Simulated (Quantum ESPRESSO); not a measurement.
# SrVO3 (Pm-3m) in Quantum ESPRESSO: single point with LDA

Aim: the single point of SrVO3 with LDA.

Everything below comes from runs of Quantum ESPRESSO 7.5. Logs are shortened: lines on timing, memory, paths and dates and some standing lists are left out, and cuts for length are marked.

### Step 1. Starting point

It takes space group Pm-3m (No. 221, cubic). The conventional cell has a = 3.837 Å, b = 3.837 Å, c = 3.837 Å, α = 90.00°, β = 90.00°, γ = 90.00°. Sr (site symmetry m-3m) has 12 O at 2.71 Å as nearest neighbours. Around V (site symmetry m-3m) lie 6 O at 1.92 Å. O (site symmetry 4/mmm) is surrounded by 2 V at 1.92 Å.

The cell was built by a generator and isn't the measured one.

### Step 2. Single point, LDA

pw.in

```
&CONTROL
  calculation = 'scf'
  prefix = 'pwscf'
  outdir = './tmp'
  pseudo_dir = './pseudo'
  tprnfor = .true.
  tstress = .true.
  disk_io = 'nowf'
/
&SYSTEM
  ibrav = 0
  nat = 5
  ntyp = 3
  ecutwfc = 84
  nbnd = 29
  occupations = 'smearing'
  smearing = 'gaussian'
  degauss = 0.00734986
/
&ELECTRONS
  conv_thr = 1d-09
  electron_maxstep = 120
  mixing_beta = 0.5
/
ATOMIC_SPECIES
Sr    87.6200 Sr.upf
V     50.9415 V.upf
O     15.9990 O.upf
CELL_PARAMETERS angstrom
   3.8367000000    0.0000000000    0.0000000000
   0.0000000000    3.8367000000    0.0000000000
   0.0000000000    0.0000000000    3.8367000000
ATOMIC_POSITIONS crystal
Sr     0.0000000000    0.0000000000    0.0000000000
V      0.5000000000    0.5000000000    0.5000000000
O      0.5000000000    0.5000000000    0.0000000000
O      0.5000000000    0.0000000000    0.5000000000
O      0.0000000000    0.5000000000    0.5000000000
K_POINTS automatic
6 6 6 0 0 0
```

Potentials or basis: PseudoDojo 0.4.1 SR LDA standard.

On the command line:

```console
OMP_NUM_THREADS=1 pw.x -in pw.in > pw.out
```

pw.out:

```text
This program is part of the open-source Quantum ESPRESSO suite
     for quantum simulation of materials; please cite
[... 9 lines left out ...]
     --------------------
     sticks:   dense  smooth     PW     G-vecs:    dense   smooth      PW
     Sum        1405    1405    421                39607    39607    6235

     Using Slab Decomposition

     bravais-lattice index     =            0
     lattice parameter (alat)  =       7.2503  a.u.
     unit-cell volume          =     381.1274 (a.u.)^3
     number of atoms/cell      =            5
     number of atomic types    =            3
     number of electrons       =        41.00
     number of Kohn-Sham states=           29
     kinetic-energy cutoff     =      84.0000  Ry
     charge density cutoff     =     336.0000  Ry
     scf convergence threshold =      1.0E-09
     mixing beta               =       0.5000
     number of iterations used =            8  plain     mixing
     Exchange-correlation= SLA  PW   NOGX NOGC
                           (   1   4   0   0   0   0   0)

     celldm(1)=   7.250312  celldm(2)=   0.000000  celldm(3)=   0.000000
     celldm(4)=   0.000000  celldm(5)=   0.000000  celldm(6)=   0.000000

     crystal axes: (cart. coord. in units of alat)
               a(1) = (   1.000000   0.000000   0.000000 )
               a(2) = (   0.000000   1.000000   0.000000 )
               a(3) = (   0.000000   0.000000   1.000000 )

     reciprocal axes: (cart. coord. in units 2 pi/alat)
               b(1) = (  1.000000  0.000000  0.000000 )
               b(2) = (  0.000000  1.000000  0.000000 )
               b(3) = (  0.000000  0.000000  1.000000 )

     PseudoPot. # 1 for Sr read from file:
     Sr.upf
     Pseudo is Norm-conserving + core correction, Zval = 10.0
     Generated using ONCVPSP code by D. R. Hamann
     Using radial grid of 1812 points,  6 beta functions with:
                l(1) =   0
                l(2) =   0
                l(3) =   1
                l(4) =   1
                l(5) =   2
                l(6) =   2

     PseudoPot. # 2 for V  read from file:
     V.upf
     Pseudo is Norm-conserving + core correction, Zval = 13.0
     Generated using ONCVPSP code by D. R. Hamann
     Using radial grid of 1518 points,  6 beta functions with:
                l(1) =   0
                l(2) =   0
                l(3) =   1
                l(4) =   1
                l(5) =   2
                l(6) =   2

     PseudoPot. # 3 for O  read from file:
     O.upf
     Pseudo is Norm-conserving + core correction, Zval =  6.0
     Generated using ONCVPSP code by D. R. Hamann
     Using radial grid of  926 points,  5 beta functions with:
                l(1) =   0
                l(2) =   0
                l(3) =   1
                l(4) =   1
                l(5) =   2

     atomic species   valence    mass     pseudopotential
     Sr               10.00    87.62000     Sr( 1.00)
     V                13.00    50.94150     V ( 1.00)
     O                 6.00    15.99900     O ( 1.00)

     48 Sym. Ops., with inversion, found

   Cartesian axes

     site n.     atom                  positions (alat units)
         1        Sr     tau(   1) = (   0.0000000   0.0000000   0.0000000  )
         2        V      tau(   2) = (   0.5000000   0.5000000   0.5000000  )
         3        O      tau(   3) = (   0.5000000   0.5000000   0.0000000  )
         4        O      tau(   4) = (   0.5000000   0.0000000   0.5000000  )
         5        O      tau(   5) = (   0.0000000   0.5000000   0.5000000  )

     number of k points=    20  Gaussian smearing, width (Ry)=  0.0073
                       cart. coord. in units 2pi/alat
        k(    1) = (   0.0000000   0.0000000   0.0000000), wk =   0.0092593
        k(    2) = (   0.0000000   0.0000000   0.1666667), wk =   0.0555556
        k(    3) = (   0.0000000   0.0000000   0.3333333), wk =   0.0555556
        k(    4) = (   0.0000000   0.0000000  -0.5000000), wk =   0.0277778
        k(    5) = (   0.0000000   0.1666667   0.1666667), wk =   0.1111111
        k(    6) = (   0.0000000   0.1666667   0.3333333), wk =   0.2222222
[... 12 lines left out ...]
        k(   19) = (   0.3333333  -0.5000000  -0.5000000), wk =   0.0555556
        k(   20) = (  -0.5000000  -0.5000000  -0.5000000), wk =   0.0092593

     Dense  grid:    39607 G-vectors     FFT dimensions: (  45,  45,  45)

     Initial potential from superposition of free atoms

     starting charge      40.9920, renormalised to      41.0000
     Starting wfcs are   27 randomized atomic wfcs +    2 random wfcs

     Self-consistent Calculation

     iteration #  1     ecut=    84.00 Ry     beta= 0.50
     Davidson diagonalization with overlap
     ethr =  1.00E-02,  avg # of iterations =  5.7

     total energy              =    -315.01869059 Ry
     estimated scf accuracy    <       1.61505872 Ry

     iteration #  2     ecut=    84.00 Ry     beta= 0.50
     Davidson diagonalization with overlap
     ethr =  3.94E-03,  avg # of iterations =  2.1

     total energy              =    -314.13960652 Ry
     estimated scf accuracy    <       9.30840268 Ry

     iteration #  3     ecut=    84.00 Ry     beta= 0.50
     Davidson diagonalization with overlap
     ethr =  3.94E-03,  avg # of iterations =  2.0

     total energy              =    -315.72610911 Ry
     estimated scf accuracy    <       0.35963528 Ry

     iteration #  4     ecut=    84.00 Ry     beta= 0.50
     Davidson diagonalization with overlap
     ethr =  8.77E-04,  avg # of iterations =  1.1

     total energy              =    -315.67915437 Ry
     estimated scf accuracy    <       0.14635933 Ry

     iteration #  5     ecut=    84.00 Ry     beta= 0.50
     Davidson diagonalization with overlap
     ethr =  3.57E-04,  avg # of iterations =  2.2

     total energy              =    -315.70884579 Ry
     estimated scf accuracy    <       0.00708164 Ry

     iteration #  6     ecut=    84.00 Ry     beta= 0.50
     Davidson diagonalization with overlap
     c_bands:  1 eigenvalues not converged
     ethr =  1.73E-05,  avg # of iterations =  5.8

     total energy              =    -315.70909972 Ry
     estimated scf accuracy    <       0.00099655 Ry

     iteration #  7     ecut=    84.00 Ry     beta= 0.50
     Davidson diagonalization with overlap
     ethr =  2.43E-06,  avg # of iterations =  3.5

     total energy              =    -315.70927403 Ry
     estimated scf accuracy    <       0.00001288 Ry

     iteration #  8     ecut=    84.00 Ry     beta= 0.50
     Davidson diagonalization with overlap
     ethr =  3.14E-08,  avg # of iterations =  3.0

     total energy              =    -315.70926938 Ry
     estimated scf accuracy    <       0.00002033 Ry

     iteration #  9     ecut=    84.00 Ry     beta= 0.50
     Davidson diagonalization with overlap
     ethr =  3.14E-08,  avg # of iterations =  2.1

     total energy              =    -315.70927291 Ry
     estimated scf accuracy    <       0.00000022 Ry

     iteration # 10     ecut=    84.00 Ry     beta= 0.50
     Davidson diagonalization with overlap
     ethr =  5.40E-10,  avg # of iterations =  2.6

     total energy              =    -315.70927297 Ry
     estimated scf accuracy    <       0.00000003 Ry

     iteration # 11     ecut=    84.00 Ry     beta= 0.50
     Davidson diagonalization with overlap
     ethr =  7.02E-11,  avg # of iterations =  2.0

     total energy              =    -315.70927297 Ry
     estimated scf accuracy    <          1.1E-09 Ry

     iteration # 12     ecut=    84.00 Ry     beta= 0.50
     Davidson diagonalization with overlap
     ethr =  2.58E-12,  avg # of iterations =  2.6

     total energy              =    -315.70927297 Ry
     estimated scf accuracy    <          1.5E-09 Ry

     iteration # 13     ecut=    84.00 Ry     beta= 0.50
     Davidson diagonalization with overlap
     ethr =  2.58E-12,  avg # of iterations =  1.6

     End of self-consistent calculation

          k = 0.0000 0.0000 0.0000 (  4945 PWs)   bands (ev):

   -52.9346 -27.1164 -27.1164 -27.1164 -22.0132  -7.1806  -5.9472  -5.9472
    -4.0596  -4.0596  -4.0596   7.0430   7.0430   7.0430   8.9868   8.9868
     8.9868   9.8377   9.8377   9.8377  11.2853  11.2853  11.2853  13.6057
    13.6057  15.7030  15.7030  16.8417  18.8183

          k = 0.0000 0.0000 0.1667 (  4965 PWs)   bands (ev):

   -52.9344 -27.1256 -27.1159 -27.1159 -22.0046  -7.2003  -5.9857  -5.9348
    -4.0430  -4.0430  -3.8522   6.6523   7.0250   7.0250   8.5712   8.5712
     8.7333   9.0555   9.6463   9.6463  11.3167  11.9360  11.9360  13.6136
    14.4053  16.1795  16.2068  17.4909  19.1299

          k = 0.0000 0.0000 0.3333 (  4977 PWs)   bands (ev):

   -52.9340 -27.1440 -27.1150 -27.1150 -21.9872  -7.3217  -5.9098  -5.8864
    -4.0094  -4.0094  -3.5157   5.8740   6.9995   6.9995   7.9334   7.9334
     8.0304   8.2940   9.4554   9.4554  11.3810  12.8712  12.8712  13.6235
    15.4923  17.2158  17.2888  18.6324  19.1277

          k = 0.0000 0.0000-0.5000 (  4950 PWs)   bands (ev):

   -52.9339 -27.1531 -27.1146 -27.1146 -21.9786  -7.4058  -5.8973  -5.7778
    -3.9923  -3.9923  -3.3743   5.4866   6.9995   6.9995   7.6436   7.6601
     7.6601   8.0991   9.3830   9.3830  11.4139  13.2728  13.2728  13.6271
    15.9214  17.7384  17.9433  18.5683  20.0986

          k = 0.0000 0.1667 0.1667 (  4959 PWs)   bands (ev):
[... 13 lines left out ...]
          k = 0.0000 0.1667-0.5000 (  4954 PWs)   bands (ev):

   -52.9337 -27.1523 -27.1235 -27.1142 -21.9725  -7.2465  -5.9223  -5.8898
    -3.9732  -3.8780  -3.4510   5.4627   6.4769   6.7404   7.0192   7.5149
     8.0867   8.9024   8.9430   9.0446  11.9920  13.2660  13.2769  14.1366
    16.3207  17.9839  18.4105  18.9541  19.4721

          k = 0.0000 0.3333 0.3333 (  4957 PWs)   bands (ev):

   -52.9335 -27.1422 -27.1416 -27.1137 -21.9671  -6.9358  -6.2147  -5.8860
    -3.9534  -3.7010  -3.6145   5.5876   6.0561   6.0848   7.0287   7.4341
     8.3545   8.5338   8.6940   9.7521  12.8182  12.9162  13.1966  14.4855
    16.8395  18.0126  18.9025  18.9509  19.6935

          k = 0.0000 0.3333-0.5000 (  4964 PWs)   bands (ev):

   -52.9333 -27.1508 -27.1412 -27.1133 -21.9604  -6.8341  -6.1729  -5.9836
    -3.9344  -3.6831  -3.5662   5.3736   5.5954   5.9811   7.0706   7.2387
     8.3511   8.4507   8.6254   9.8880  12.8687  13.2569  13.4426  14.5563
    17.2962  18.4963  18.7618  19.7127  19.7710

          k = 0.0000-0.5000-0.5000 (  4972 PWs)   bands (ev):

   -52.9331 -27.1500 -27.1500 -27.1129 -21.9543  -6.3872  -6.2851  -6.2851
    -3.9148  -3.5965  -3.5965   5.2038   5.2749   5.6784   7.1068   7.1068
     8.1094   8.6299   8.6299  10.1408  13.2540  13.2540  13.6142  14.6470
    17.7940  18.4852  18.7721  20.2161  20.2163

          k = 0.1667 0.1667 0.1667 (  4950 PWs)   bands (ev):

   -52.9340 -27.1250 -27.1243 -27.1243 -21.9891  -7.1089  -6.0051  -6.0051
    -3.9675  -3.9675  -3.7030   6.2436   6.8209   6.8209   7.7405   7.7405
     8.2174   9.2667   9.2667   9.2719  12.1641  12.2801  12.2801  14.8548
    14.8548  16.9807  16.9807  18.0040  19.3543

          k = 0.1667 0.1667 0.3333 (  4974 PWs)   bands (ev):

   -52.9337 -27.1426 -27.1237 -27.1234 -21.9740  -7.0672  -6.0335  -5.9118
    -4.0511  -3.8315  -3.5798   5.7622   6.4578   6.8303   7.0085   7.1563
     8.0341   9.0640   9.1134   9.2539  12.3016  12.9268  12.9488  14.8441
    16.0540  17.7346  17.9310  18.6472  19.5769

          k = 0.1667 0.1667-0.5000 (  4968 PWs)   bands (ev):

   -52.9335 -27.1516 -27.1231 -27.1229 -21.9664  -7.0891  -5.9812  -5.8612
    -4.0973  -3.7495  -3.5482   5.4454   6.3277   6.6541   6.8877   6.8943
     8.1133   8.9140   9.0505   9.1514  12.3352  13.2858  13.3189  14.8304
    16.5234  18.2551  18.3737  19.3997  19.4957

          k = 0.1667 0.3333 0.3333 (  4953 PWs)   bands (ev):

   -52.9333 -27.1416 -27.1411 -27.1226 -21.9608  -6.8020  -6.1269  -5.8793
    -4.0715  -3.8308  -3.6105   5.5825   6.0923   6.1680   6.7308   7.0463
     7.5000   9.0133   9.1563   9.7619  12.9559  13.0371  13.2522  15.3860
    16.8316  18.2043  18.6299  18.6900  19.3782

          k = 0.1667 0.3333-0.5000 (  4958 PWs)   bands (ev):

   -52.9331 -27.1502 -27.1407 -27.1221 -21.9542  -6.6840  -6.1114  -5.9022
    -4.1054  -3.7199  -3.7112   5.3717   5.7724   5.9936   6.8027   6.8148
     7.4900   9.0629   9.0722   9.9016  13.0256  13.3503  13.4966  15.4453
    17.2993  18.5885  18.6905  18.9986  19.3594

          k = 0.1667-0.5000-0.5000 (  4948 PWs)   bands (ev):

   -52.9329 -27.1495 -27.1495 -27.1217 -21.9481  -6.2360  -6.1807  -6.1807
    -4.0437  -3.7665  -3.7665   5.2055   5.5407   5.6830   6.8138   6.8138
     7.3092   9.1218   9.1218  10.1638  13.3740  13.3740  13.6709  15.5397
    17.7944  18.2404  19.0474  19.2968  19.2968

          k = 0.3333 0.3333 0.3333 (  4941 PWs)   bands (ev):

   -52.9329 -27.1405 -27.1401 -27.1401 -21.9482  -6.5011  -5.9160  -5.9160
    -4.1251  -4.1251  -3.7470   5.5388   6.1110   6.1110   6.3147   6.6034
     6.6034   9.5758   9.5758   9.8930  13.3344  13.3804  13.3804  16.7991
    16.7991  18.2428  18.3763  18.3763  19.6827

          k = 0.3333 0.3333-0.5000 (  4940 PWs)   bands (ev):

   -52.9328 -27.1490 -27.1398 -27.1396 -21.9419  -6.3095  -5.9834  -5.7810
    -4.3015  -4.0094  -3.9371   5.3181   5.9668   6.0582   6.1246   6.4410
     6.6541   9.6431   9.7792  10.0029  13.4230  13.5957  13.6207  16.7679
    17.3887  18.2353  18.2495  18.2715  19.5254

          k = 0.3333-0.5000-0.5000 (  4896 PWs)   bands (ev):

   -52.9326 -27.1485 -27.1485 -27.1392 -21.9357  -5.9189  -5.9189  -5.9117
    -4.2862  -4.1562  -4.1562   5.1457   5.6922   6.0658   6.0930   6.4567
     6.4567   9.8904   9.8904  10.2107  13.6670  13.6670  13.7916  16.9864
    17.7952  17.8260  18.0297  18.0297  19.8047

          k =-0.5000-0.5000-0.5000 (  4896 PWs)   bands (ev):

   -52.9324 -27.1479 -27.1479 -27.1479 -21.9295  -5.7365  -5.7365  -5.7365
    -4.4008  -4.4008  -4.4008   4.9868   5.6968   5.6968   6.3263   6.3263
     6.3263  10.2345  10.2345  10.2345  13.8563  13.8563  13.8563  17.4705
    17.4705  17.4705  17.7955  17.7955  20.7991

     the Fermi energy is    12.2120 ev

!    total energy              =    -315.70927297 Ry
     estimated scf accuracy    <          1.9E-10 Ry
     smearing contrib. (-TS)   =      -0.00080919 Ry
     internal energy E=F+TS    =    -315.70846378 Ry

     The total energy is F=E-TS. E is the sum of the following terms:
     one-electron contribution =     -92.44058219 Ry
     hartree contribution      =      69.66681124 Ry
     xc contribution           =     -64.17306547 Ry
     ewald contribution        =    -228.76162736 Ry

     convergence has been achieved in  13 iterations

     Forces acting on atoms (cartesian axes, Ry/au):

     atom    1 type  1   force =     0.00000000    0.00000000    0.00000000
     atom    2 type  2   force =     0.00000000    0.00000000    0.00000000
     atom    3 type  3   force =     0.00000000    0.00000000    0.00000000
     atom    4 type  3   force =     0.00000000    0.00000000    0.00000000
     atom    5 type  3   force =     0.00000000    0.00000000    0.00000000

     Total force =     0.000000     Total SCF correction =     0.000000

     Computing stress (Cartesian axis) and pressure

          total   stress  (Ry/bohr**3)                   (kbar)     P=     -102.48
  -0.00069663   0.00000000   0.00000000         -102.48        0.00        0.00
   0.00000000  -0.00069663   0.00000000            0.00     -102.48        0.00
   0.00000000   0.00000000  -0.00069663            0.00        0.00     -102.48

=------------------------------------------------------------------------------=
   JOB DONE.
=------------------------------------------------------------------------------=
```

It took 49 s on 1 thread of AMD EPYC 7R43 (Zen 3), shared host; peak memory 0.11 GiB.

What came out:

- Free energy: -4295.4435 eV
- Pressure: -10.2 GPa
- Band gap on the k mesh: none (metal or under the smearing width)

Levels at points of the mesh, in eV from the Fermi level:
```csv
k point,band 16,band 17,band 18,band 19,band 20,band 21,band 22,band 23,band 24,band 25
"(0.00, 0.00, 0.00)",-3.23,-3.23,-2.37,-2.37,-2.37,-0.93,-0.93,-0.93,1.39,1.39
"(0.00, 0.00, -0.50)",-4.55,-4.55,-4.11,-2.83,-2.83,-0.80,1.06,1.06,1.42,3.71
"(0.00, -0.50, -0.50)",-5.11,-4.10,-3.58,-3.58,-2.07,1.04,1.04,1.40,2.44,5.58
"(-0.50, -0.50, -0.50)",-5.89,-5.89,-1.98,-1.98,-1.98,1.64,1.64,1.64,5.26,5.26
```

Caveat: an odd number of electrons without spin polarisation forces a metal; a magnetic or distorted state may lie lower; the run has no spin polarisation, though such a crystal can be magnetic; semilocal functionals often make such compounds metallic where correlation or magnetic order opens a gap, which also shifts bond lengths. With open d or f shells a metallic result of LDA can be an artefact of self-interaction; +U or a hybrid may open a gap.
